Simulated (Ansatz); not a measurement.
**BHCl2 + NH3: a complex and its separated parts**

The complex below is one end of an elementary step. How strongly is it bound against its free parts?

The runs use Ansatz 0.2.0, Gaussian basis; PBE0-D4/def2-TZVP structures, single points in def2-TZVPP, no counterpoise correction.

Levels: SPW92, PBE-D4, BLYP-D4, r2SCAN-D4, B97M-V, PBE0-D4, B3LYP-D4, r2SCAN0-D4, BHLYP-D4, CAM-B3LYP-D4, wB97X-V, wB97M-V, B2PLYP, PBE-QIDH, RPA on PBE, Hartree-Fock, MP2, CCSD, CCSD(T).

Cores are frozen in the correlated methods. B3LYP uses VWN-RPA correlation. B2PLYP carries no dispersion term here.

94 further runs of the same task are left out: 94 set aside as unsound or not needed.

**1. The system as given**

The complex: 8 atoms, charge 0, spin multiplicity 1.

Atoms are counted from 1 here; the program's logs count them from 0.

Bond lengths: B1–H2 1.198 Å, B1–Cl3 1.837 Å, B1–Cl4 1.837 Å, B1–N6 1.615 Å, H5–N6 1.017 Å, N6–H7 1.018 Å, N6–H8 1.017 Å. Angles: H2–B1–Cl3 112.6°, H2–B1–Cl4 112.6°, H2–B1–N6 107.6°, Cl3–B1–Cl4 114.1°, Cl3–B1–N6 104.5°, Cl4–B1–N6 104.5°, B1–N6–H5 110.5°, B1–N6–H7 109.1°, B1–N6–H8 110.5°, H5–N6–H7 108.5°, H5–N6–H8 109.6°, H7–N6–H8 108.5°.

Geometry (Å):

```xyz
8
BCl2H4N
B     0.14782   -0.11248   -0.76019
H     1.10253    0.49164   -1.15969
Cl    0.38836   -1.93264   -0.81773
Cl   -1.42149    0.46083   -1.52361
H    -0.17197    1.21944    0.94770
N    -0.02088    0.22327    0.81053
H    -0.82786   -0.27963    1.17471
H     0.80359   -0.07043    1.32819
```

Its parts: BHCl2 holds atoms 1, 2, 3, 4; NH3 holds atoms 5, 6, 7, 8. Each part counts its atoms afresh in its own runs.

**2. Relaxing BHCl2 alone**

relax-a/in.yaml reads:

```yaml
crystal:
  periodic: [false, false, false]
  atoms:
    - {symbol: B, position_ang: [0.147822, -0.112476, -0.760193]}
    - {symbol: H, position_ang: [1.102533, 0.491641, -1.159685]}
    - {symbol: Cl, position_ang: [0.388360, -1.932644, -0.817735]}
    - {symbol: Cl, position_ang: [-1.421491, 0.460832, -1.523614]}
basis:
  gaussian: {orbitals: def2-TZVP}
hamiltonian: {xc: pbe0, dispersion: d4}
relax: {f_tol: 0.005, max_steps: 200}
```

The run is started by

```sh
ansatz run in.yaml --threads 4 --pin off --events-out ev --progress --plain --max-ram 9574MiB
```

What it wrote, cut to the lines that bear on the results:

```text
Functional definition: PBE0
  name "PBE0"
  cite "Adamo & Barone, J. Chem. Phys. 110, 6158 (1999) doi:10.1063/1.478522"
  cite "Perdew, Burke & Ernzerhof, Phys. Rev. Lett. 77, 3865 (1996) doi:10.1103/PhysRevLett.77.3865"
  parent pbe
[...]
749 factors; their error is unknown
[...]
mean field -25730.73175925 eV, -945.5869512359 hartree, gradient 3.4e-5 eV, S^2 0.000000; 0 other end points of the search recorded, 0 dependent functions left out
[...]
reference -25730.73178468 eV, -945.5869521706 hartree; 20, 20 occupied and 91, 91 virtual orbitals, 749 factors
[...]
749 factors; their error is unknown
[...]
mean field -25731.60804366 eV, -945.6191540943 hartree, gradient 2.7e-5 eV, S^2 0.000000; 1 other end points of the search recorded, 0 dependent functions left out
[...]
reference -25731.60806847 eV, -945.6191550059 hartree; 20, 20 occupied and 91, 91 virtual orbitals, 749 factors
Total energy: -25731.67422050 eV, -945.6215860480 hartree
Atom 0 at     0.159369    -0.193030    -1.062978 Å, force     0.000205     0.000121    -0.000126 eV/Å
Atom 1 at     1.102887     0.526552    -1.042194 Å, force     0.000049     0.000052     0.000056 eV/Å
Atom 2 at     0.362251    -1.883161    -0.732950 Å, force    -0.000118    -0.000098     0.000039 eV/Å
Atom 3 at    -1.407284     0.456993    -1.423105 Å, force    -0.000136    -0.000075     0.000032 eV/Å
Dipole moment:     0.074025     0.056457     0.001637 e Å
```

Run time: 5.5 s. Hardware: 4 threads of Arm Neoverse V2, shared host.

Along the way:

```tsv
step	energy from step 1 (eV)	largest force component (eV/Å)
1	0.0000	3.7577
2	-0.6609	1.5763
3	-0.7602	1.2446
4	-0.8656	0.3881
5	-0.8750	0.2006
6	-0.8765	0.0914
7	-0.8768	0.0002
```

Close pairs (by a distance rule), those that changed most:

```tsv
bond	before (Å)	after (Å)	change (Å)
B1–Cl4	1.837	1.734	-0.103
B1–Cl3	1.837	1.734	-0.103
B1–H2	1.198	1.187	-0.012
```

**3. Relaxing NH3 alone**

relax-b/in.yaml reads:

```yaml
crystal:
  periodic: [false, false, false]
  atoms:
    - {symbol: H, position_ang: [-0.171967, 1.219435, 0.947701]}
    - {symbol: N, position_ang: [-0.020880, 0.223270, 0.810527]}
    - {symbol: H, position_ang: [-0.827865, -0.279626, 1.174705]}
    - {symbol: H, position_ang: [0.803587, -0.070435, 1.328194]}
basis:
  gaussian: {orbitals: def2-TZVP}
hamiltonian: {xc: pbe0, dispersion: d4}
relax: {f_tol: 0.005, max_steps: 200}
```

The run is started by

```sh
ansatz run in.yaml --threads 4 --pin off --events-out ev --progress --plain --max-ram 9574MiB
```

What it wrote, cut to the lines that bear on the results:

```text
[... 5 set-up lines as earlier in the session ...]
[...]
287 factors; their error is unknown
[...]
mean field -1537.79131555 eV, -56.5127884942 hartree, gradient 4.9e-6 eV, S^2 0.000000; 0 other end points of the search recorded, 0 dependent functions left out
[...]
Total energy: -1537.80844356 eV, -56.5134179368 hartree
Atom 0 at    -0.166971     1.205268     0.958518 Å, force    -0.000109     0.000076    -0.000030 eV/Å
Atom 1 at    -0.021105     0.217356     0.791042 Å, force    -0.000007    -0.000005     0.000007 eV/Å
Atom 2 at    -0.818355    -0.270856     1.180072 Å, force     0.000074     0.000054    -0.000007 eV/Å
Atom 3 at     0.789306    -0.059124     1.331495 Å, force     0.000043    -0.000125     0.000029 eV/Å
Dipole moment:    -0.041513     0.069825     0.343141 e Å
```

Wall time 0.7 s (4 threads of Arm Neoverse V2, shared host).

The steps of the relaxation:

```tsv
step	energy from step 1 (eV)	largest force component (eV/Å)
1	0.0000	0.2989
2	-0.0068	0.1010
3	-0.0080	0.0306
4	-0.0080	0.0001
```

Distances of close pairs at the start and the end, largest changes first:

```tsv
bond	before (Å)	after (Å)	change (Å)
N2–H3	1.018	1.013	-0.006
H1–N2	1.017	1.013	-0.004
N2–H4	1.017	1.013	-0.004
```

**4. SPW92/def2-TZVPP**

parta/in.yaml reads:

```yaml
crystal:
  periodic: [false, false, false]
  atoms:
    - {symbol: B, position_ang: [0.159369, -0.193030, -1.062978]}
    - {symbol: H, position_ang: [1.102887, 0.526552, -1.042194]}
    - {symbol: Cl, position_ang: [0.362251, -1.883161, -0.732950]}
    - {symbol: Cl, position_ang: [-1.407284, 0.456993, -1.423105]}
basis:
  gaussian: {orbitals: def2-TZVPP}
hamiltonian: {xc: lda}
```

partb/in.yaml reads:

```yaml
crystal:
  periodic: [false, false, false]
  atoms:
    - {symbol: H, position_ang: [-0.166971, 1.205268, 0.958518]}
    - {symbol: N, position_ang: [-0.021105, 0.217356, 0.791042]}
    - {symbol: H, position_ang: [-0.818355, -0.270856, 1.180072]}
    - {symbol: H, position_ang: [0.789306, -0.059124, 1.331495]}
basis:
  gaussian: {orbitals: def2-TZVPP}
hamiltonian: {xc: lda}
```

One command serves all of them, each in its own folder.

The run is started by

```sh
ansatz run in.yaml --threads 4 --pin off --events-out ev --progress --plain --max-ram 9574MiB
```

Output in parta, cut to the lines that bear on the results:

```text
Functional definition: SPW92
  name "SPW92"
  cite "Dirac, Proc. Camb. Phil. Soc. 26, 376 (1930) doi:10.1017/S0305004100016108"
  cite "Slater, Phys. Rev. 81, 385 (1951) doi:10.1103/PhysRev.81.385"
  cite "Perdew & Wang, Phys. Rev. B 45, 13244 (1992) doi:10.1103/PhysRevB.45.13244"
[...]
816 factors; their error is unknown
[...]
mean field -25652.00954293 eV, -942.6939631463 hartree, gradient 7.7e-6 eV, S^2 0.000000; 0 other end points of the search recorded, 0 dependent functions left out
reference -25652.00957430 eV, -942.6939642990 hartree; 20, 20 occupied and 109, 109 virtual orbitals, 816 factors
Total energy: -25652.00957430 eV, -942.6939642990 hartree
```

Output in partb, cut to the lines that bear on the results:

```text
[... 5 set-up lines as earlier in the session ...]
[...]
332 factors; their error is unknown
[...]
mean field -1526.58938349 eV, -56.1011250839 hartree, gradient 8.6e-5 eV, S^2 0.000000; 0 other end points of the search recorded, 0 dependent functions left out
reference -1526.58940289 eV, -56.1011257968 hartree; 5, 5 occupied and 68, 68 virtual orbitals, 332 factors
Total energy: -1526.58940289 eV, -56.1011257968 hartree
```

They took 0.3 s (parta), 0.15 s (partb) on 4 threads of Arm Neoverse V2, shared host.

**5. PBE-D4/def2-TZVPP**

Each input of step 4 (parta, partb) changes in the same lines:

```diff
-hamiltonian: {xc: lda}
+hamiltonian: {xc: pbe, dispersion: d4}
```

The same command starts each run, in its folder.

The run is started by

```sh
ansatz run in.yaml --threads 4 --pin off --events-out ev --progress --plain --max-ram 9574MiB
```

parta printed, cut to the lines that bear on the results:

```text
Functional definition: PBE
  name "PBE"
[... 2 set-up lines as earlier in the session ...]
[...]
816 factors; their error is unknown
[...]
mean field -25729.42660365 eV, -945.5389876524 hartree, gradient 1.4e-5 eV, S^2 0.000000; 0 other end points of the search recorded, 0 dependent functions left out
reference -25729.42663720 eV, -945.5389888853 hartree; 20, 20 occupied and 109, 109 virtual orbitals, 816 factors
Total energy: -25729.50588142 eV, -945.5419010568 hartree
```

Output in partb, cut to the lines that bear on the results:

```text
[... 4 set-up lines as earlier in the session ...]
[...]
332 factors; their error is unknown
[...]
mean field -1537.73152811 eV, -56.5105913462 hartree, gradient 5.8e-5 eV, S^2 0.000000; 0 other end points of the search recorded, 0 dependent functions left out
reference -1537.73154846 eV, -56.5105920940 hartree; 5, 5 occupied and 68, 68 virtual orbitals, 332 factors
Total energy: -1537.74292641 eV, -56.5110102258 hartree
```

Wall times: 0.5 s (parta), 0.15 s (partb) on 4 threads of Arm Neoverse V2, shared host.

**6. BLYP-D4/def2-TZVPP**

The same edit goes into each in.yaml of step 5 (parta, partb):

```diff
-hamiltonian: {xc: pbe, dispersion: d4}
+hamiltonian: {xc: {name: BLYP}, dispersion: d4}
```

Each run has its own folder and the same command.

The run is started by

```sh
ansatz run in.yaml --threads 4 --pin off --events-out ev --progress --plain --max-ram 9574MiB
```

Output in parta, cut to the lines that bear on the results:

```text
Functional definition: BLYP
  name "BLYP"
  cite "Becke, Phys. Rev. A 38, 3098 (1988) doi:10.1103/PhysRevA.38.3098"
  cite "Lee, Yang & Parr, Phys. Rev. B 37, 785 (1988) doi:10.1103/PhysRevB.37.785"
[...]
816 factors; their error is unknown
[...]
mean field -25740.30542429 eV, -945.9387769368 hartree, gradient 3.2e-5 eV, S^2 0.000000; 0 other end points of the search recorded, 0 dependent functions left out
reference -25740.30572384 eV, -945.9387879454 hartree; 20, 20 occupied and 109, 109 virtual orbitals, 816 factors
Total energy: -25740.48453394 eV, -945.9453590951 hartree
```

Log of partb, cut to the lines that bear on the results:

```text
[... 4 set-up lines as earlier in the session ...]
[...]
332 factors; their error is unknown
[...]
mean field -1539.10791654 eV, -56.5611726880 hartree, gradient 5.4e-5 eV, S^2 0.000000; 0 other end points of the search recorded, 0 dependent functions left out
reference -1539.10810212 eV, -56.5611795078 hartree; 5, 5 occupied and 68, 68 virtual orbitals, 332 factors
Total energy: -1539.13555145 eV, -56.5621882524 hartree
```

Wall times: 0.5 s (parta), 0.2 s (partb) on 4 threads of Arm Neoverse V2, shared host.

**7. r2SCAN-D4/def2-TZVPP**

The same edit goes into each in.yaml of step 6 (parta, partb):

```diff
-hamiltonian: {xc: {name: BLYP}, dispersion: d4}
+hamiltonian: {xc: r2scan, dispersion: d4}
```

One command serves all of them, each in its own folder.

The run is started by

```sh
ansatz run in.yaml --threads 4 --pin off --events-out ev --progress --plain --max-ram 9574MiB
```

Output in parta, cut to the lines that bear on the results:

```text
Functional definition: r2SCAN
  name "r2SCAN"
  cite "Furness, Kaplan, Ning, Perdew & Sun, J. Phys. Chem. Lett. 11, 8208 (2020) doi:10.1021/acs.jpclett.0c02405"
  cite "Furness, Kaplan, Ning, Perdew & Sun, J. Phys. Chem. Lett. 11, 9248 (2020) doi:10.1021/acs.jpclett.0c03077"
  parent r2scan
[...]
816 factors; their error is unknown
[...]
mean field -25738.71216926 eV, -945.8802258944 hartree, gradient 6.9e-6 eV, S^2 0.000000; 0 other end points of the search recorded, 0 dependent functions left out
reference -25738.71217798 eV, -945.8802262150 hartree; 20, 20 occupied and 109, 109 virtual orbitals, 816 factors
Total energy: -25738.72910755 eV, -945.8808483653 hartree
```

Output in partb, cut to the lines that bear on the results:

```text
[... 5 set-up lines as earlier in the session ...]
[...]
332 factors; their error is unknown
[...]
mean field -1538.76470453 eV, -56.5485598793 hartree, gradient 3.0e-5 eV, S^2 0.000000; 0 other end points of the search recorded, 0 dependent functions left out
reference -1538.76471099 eV, -56.5485601166 hartree; 5, 5 occupied and 68, 68 virtual orbitals, 332 factors
Total energy: -1538.76742394 eV, -56.5486598158 hartree
```

Wall times: 1.1 s (parta), 0.45 s (partb) on 4 threads of Arm Neoverse V2, shared host.

**8. B97M-V/def2-TZVPP**

The same edit goes into each in.yaml of step 7 (parta, partb):

```diff
-hamiltonian: {xc: r2scan, dispersion: d4}
+hamiltonian: {xc: {name: B97M-V}}
```

Each run has its own folder and the same command.

The run is started by

```sh
ansatz run in.yaml --threads 4 --pin off --events-out ev --progress --plain --max-ram 9574MiB
```

Log of parta, cut to the lines that bear on the results:

```text
Functional definition: B97M-V
  name "B97M-V"
  cite "Mardirossian & Head-Gordon, J. Chem. Phys. 142, 074111 (2015) doi:10.1063/1.4907719"
  cite "Becke, J. Chem. Phys. 107, 8554 (1997) doi:10.1063/1.475007"
  cite "Vydrov & Van Voorhis, J. Chem. Phys. 133, 244103 (2010) doi:10.1063/1.3521275"
  # Of w^i u^j: cxij and so on, Table III.
[...]
  gx(w, u) = cx00 + cx01*u + cx02*u^2 + (cx10 + cx11*u)*w
[...]
  gos(w, u) = cos00 + cos01*u + cos03*u^3 + cos10*w + cos32*w^3*u^2
[...]
      + integral(e_c_pw_mod_opposite_spin*gos(b97_w_opposite, b97_u_opposite)) + vv10(b, c)
816 factors; their error is unknown
[...]
mean field -25734.67142706 eV, -945.7317313576 hartree, gradient 3.7e-5 eV, S^2 0.000000; 0 other end points of the search recorded, 0 dependent functions left out
reference -25734.67147273 eV, -945.7317330358 hartree; 20, 20 occupied and 109, 109 virtual orbitals, 816 factors
Total energy: -25734.67147273 eV, -945.7317330358 hartree
```

partb printed, cut to the lines that bear on the results:

```text
[... 5 set-up lines as earlier in the session ...]
  # Of w^i u^j: cxij and so on, Table III.
[...]
  gx(w, u) = cx00 + cx01*u + cx02*u^2 + (cx10 + cx11*u)*w
[...]
  gos(w, u) = cos00 + cos01*u + cos03*u^3 + cos10*w + cos32*w^3*u^2
[...]
      + integral(e_c_pw_mod_opposite_spin*gos(b97_w_opposite, b97_u_opposite)) + vv10(b, c)
332 factors; their error is unknown
[...]
mean field -1539.38744294 eV, -56.5714450938 hartree, gradient 4.5e-5 eV, S^2 0.000000; 0 other end points of the search recorded, 0 dependent functions left out
reference -1539.38747577 eV, -56.5714463001 hartree; 5, 5 occupied and 68, 68 virtual orbitals, 332 factors
Total energy: -1539.38747577 eV, -56.5714463001 hartree
```

Times: 1.8 s (parta), 0.5 s (partb) on 4 threads of Arm Neoverse V2, shared host.

**9. PBE0-D4/def2-TZVPP**

Each input of step 8 (parta, partb) changes in the same lines:

```diff
-hamiltonian: {xc: {name: B97M-V}}
+hamiltonian: {xc: pbe0, dispersion: d4}
+output: {orbitals: {seedname: orbitals}}
```

The same command starts each run, in its folder.

The run is started by

```sh
ansatz run in.yaml --threads 4 --pin off --events-out ev --progress --plain --max-ram 9574MiB
```

Output in parta, cut to the lines that bear on the results:

```text
[... 5 set-up lines as earlier in the session ...]
[...]
878 factors; their error is unknown
[...]
mean field -25731.61481720 eV, -945.6194030171 hartree, gradient 1.8e-5 eV, S^2 0.000000; 0 other end points of the search recorded, 0 dependent functions left out
reference -25731.61484193 eV, -945.6194039260 hartree; 20, 20 occupied and 109, 109 virtual orbitals, 878 factors
Total energy: -25731.68099396 eV, -945.6218349681 hartree
```

Output in partb, cut to the lines that bear on the results:

```text
[... 5 set-up lines as earlier in the session ...]
[...]
332 factors; their error is unknown
[...]
mean field -1537.87184214 eV, -56.5157477917 hartree, gradient 6.6e-6 eV, S^2 0.000000; 0 other end points of the search recorded, 0 dependent functions left out
reference -1537.87185806 eV, -56.5157483766 hartree; 5, 5 occupied and 68, 68 virtual orbitals, 332 factors
Total energy: -1537.88097382 eV, -56.5160833748 hartree
```

They took 0.6 s (parta), 0.2 s (partb) on 4 threads of Arm Neoverse V2, shared host.

**10. B3LYP-D4/def2-TZVPP**

Each input of step 9 (parta, partb) changes in the same lines:

```diff
-hamiltonian: {xc: pbe0, dispersion: d4}
-output: {orbitals: {seedname: orbitals}}
+hamiltonian: {xc: {name: B3LYP}, dispersion: d4}
```

One command serves all of them, each in its own folder.

The run is started by

```sh
ansatz run in.yaml --threads 4 --pin off --events-out ev --progress --plain --max-ram 9574MiB
```

parta printed, cut to the lines that bear on the results:

```text
Functional definition: B3LYP
  name "B3LYP"
  cite "Stephens, Devlin, Chabalowski & Frisch, J. Phys. Chem. 98, 11623 (1994) doi:10.1021/j100096a001"
[... 2 set-up lines as earlier in the session ...]
  cite "Vosko, Wilk & Nusair, Can. J. Phys. 58, 1200 (1980) doi:10.1139/p80-159"
[...]
854 factors; their error is unknown
[...]
mean field -25741.77056039 eV, -945.9926196957 hartree, gradient 9.4e-6 eV, S^2 0.000000; 0 other end points of the search recorded, 0 dependent functions left out
reference -25741.77078353 eV, -945.9926278957 hartree; 20, 20 occupied and 109, 109 virtual orbitals, 854 factors
Total energy: -25741.90209752 eV, -945.9974535959 hartree
```

Output in partb, cut to the lines that bear on the results:

```text
[... 6 set-up lines as earlier in the session ...]
[...]
332 factors; their error is unknown
[...]
mean field -1539.85469692 eV, -56.5886163607 hartree, gradient 2.2e-5 eV, S^2 0.000000; 0 other end points of the search recorded, 0 dependent functions left out
reference -1539.85483653 eV, -56.5886214915 hartree; 5, 5 occupied and 68, 68 virtual orbitals, 332 factors
Total energy: -1539.87289737 eV, -56.5892852150 hartree
```

They took 0.7 s (parta), 0.2 s (partb) on 4 threads of Arm Neoverse V2, shared host.

**11. r2SCAN0-D4/def2-TZVPP**

The same edit goes into each in.yaml of step 10 (parta, partb):

```diff
-hamiltonian: {xc: {name: B3LYP}, dispersion: d4}
+hamiltonian: {xc: {name: r2SCAN0}, dispersion: d4}
```

Each run has its own folder and the same command.

The run is started by

```sh
ansatz run in.yaml --threads 4 --pin off --events-out ev --progress --plain --max-ram 9574MiB
```

Output in parta, cut to the lines that bear on the results:

```text
Functional definition: r2SCAN0
  name "r2SCAN0"
  cite "Bursch, Neugebauer, Ehlert & Grimme, J. Chem. Phys. 156, 134105 (2022) doi:10.1063/5.0086040"
[... 3 set-up lines as earlier in the session ...]
[...]
878 factors; their error is unknown
[...]
mean field -25738.51166989 eV, -945.8728576785 hartree, gradient 3.5e-5 eV, S^2 0.000000; 0 other end points of the search recorded, 0 dependent functions left out
reference -25738.51167676 eV, -945.8728579311 hartree; 20, 20 occupied and 109, 109 virtual orbitals, 878 factors
Total energy: -25738.53226256 eV, -945.8736144454 hartree
```

partb printed, cut to the lines that bear on the results:

```text
[... 6 set-up lines as earlier in the session ...]
[...]
332 factors; their error is unknown
[...]
mean field -1538.56924812 eV, -56.5413769888 hartree, gradient 4.3e-5 eV, S^2 0.000000; 0 other end points of the search recorded, 0 dependent functions left out
reference -1538.56925321 eV, -56.5413771757 hartree; 5, 5 occupied and 68, 68 virtual orbitals, 332 factors
Total energy: -1538.57225453 eV, -56.5414874721 hartree
```

Wall times: 1.3 s (parta), 0.45 s (partb) on 4 threads of Arm Neoverse V2, shared host.

**12. BHLYP-D4/def2-TZVPP**

Each input of step 11 (parta, partb) changes in the same lines:

```diff
-hamiltonian: {xc: {name: r2SCAN0}, dispersion: d4}
+hamiltonian: {xc: {name: BHLYP}, dispersion: d4}
```

One command serves all of them, each in its own folder.

The run is started by

```sh
ansatz run in.yaml --threads 4 --pin off --events-out ev --progress --plain --max-ram 9574MiB
```

Log of parta, cut to the lines that bear on the results:

```text
Functional definition: BHLYP
  name "BHLYP"
  cite "Becke, J. Chem. Phys. 98, 1372 (1993) doi:10.1063/1.464304"
[... 2 set-up lines as earlier in the session ...]
[...]
956 factors; their error is unknown
[...]
mean field -25740.52005469 eV, -945.9466644586 hartree, gradient 3.4e-5 eV, S^2 0.000000; 0 other end points of the search recorded, 0 dependent functions left out
reference -25740.52020552 eV, -945.9466700018 hartree; 20, 20 occupied and 109, 109 virtual orbitals, 956 factors
Total energy: -25740.62491146 eV, -945.9505178740 hartree
```

Log of partb, cut to the lines that bear on the results:

```text
[... 5 set-up lines as earlier in the session ...]
[...]
346 factors; their error is unknown
[...]
mean field -1538.73562608 eV, -56.5474912661 hartree, gradient 7.6e-5 eV, S^2 0.000000; 0 other end points of the search recorded, 0 dependent functions left out
reference -1538.73572273 eV, -56.5474948178 hartree; 5, 5 occupied and 68, 68 virtual orbitals, 346 factors
Total energy: -1538.74642289 eV, -56.5478880413 hartree
```

Times: 0.75 s (parta), 0.2 s (partb) on 4 threads of Arm Neoverse V2, shared host.

(Part 1 of 2 ends here.)
